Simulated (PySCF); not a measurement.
# A diatomic session: AsF−

An exercise on one series of results from a longer session: the logs are not shown, and one member is left open.

Computed with PySCF 2.14.0. Level: As aug-cc-pVDZ-DK, F aug-cc-pVDZ-DK, spin-free X2C with a Gaussian nucleus.

The first run:

The job is set up so:

```
atoms                         : As, F
charge                        : -1
basis                         : As aug-cc-pVDZ-DK, F aug-cc-pVDZ-DK
Hamiltonian                   : spin-free X2C with a Gaussian nucleus
basis functions               : 59
electrons treated             : 43
masses in u                   : 74.9216, 18.9984
levels                        : PBE0, PBE, r²SCAN, MN15, M06-L, B3LYP, HF, MP2, SCS-MP2, CCSD, CCSD(T)
grid                          : 80 radial by 434 angular points
occupations                   : held fixed by the projection of orbital angular momentum
dissociation limit            : As + F−, each in its ground configuration
starting distance in angstrom : 1.890
values of 2S to try           : 1, 3
```

The run is started by

```sh
$ OMP_NUM_THREADS=1 python dia.py task.json out
```

Steps of the session up to this table: Set-up; PBE0 along the bond; Excited determinants; PBE (GGA); r²SCAN (meta-GGA); MN15; M06-L (meta-GGA); B3LYP; UHF (mean field); Adding correlation.

One table of the session follows, with a row left open; its other results are not shown here.

Energy (eV) from each level's lowest point:

| R (Å) | UHF | UHF-MP2 | UHF-SCS-MP2 | UHF-CCSD | UHF-CCSD(T) |
| --- | --- | --- | --- | --- | --- |
| 1.609 | 0.751 | 0.923 | 0.936 | n/a | n/a |
| 1.684 | 0.299 | 0.414 | 0.424 | 0.399 | 0.418 |
| 1.759 | 0.072 | 0.134 | 0.141 | 0.126 | 0.138 |
| 1.815 | 0.004 | 0.033 | 0.036 | 0.029 | 0.035 |
| 1.871 | 0.000 | 0.000 | 0.000 | 0.000 | 0.000 |
| 1.927 | 0.043 | 0.018 | 0.015 | 0.021 | 0.016 |
| 2.002 | 0.151 | 0.101 | 0.092 | 0.106 | 0.093 |
| 2.095 | ? | ? | ? | ? | ? |
| 2.208 | 0.591 | 0.511 | 0.489 | 0.515 | 0.485 |
| 2.357 | 0.941 | 0.868 | 0.837 | n/a | n/a |

Estimate the missing values for R (Å) = 2.095.

Worked estimate for «UHF». A straight line through the neighbours (2.002, 0.151) and (2.208, 0.591) gives 0.151 + (0.591 − 0.151) × (2.095 − 2.002) / (2.208 − 2.002) = 0.350; a parabola fitted to 4 rows on both sides gives 0.341.

As computed: UHF: 0.335; UHF-MP2: 0.265; UHF-SCS-MP2: 0.250; UHF-CCSD: 0.271; UHF-CCSD(T): 0.250. In «UHF» the line misses by +0.015 and the parabola by +0.006.
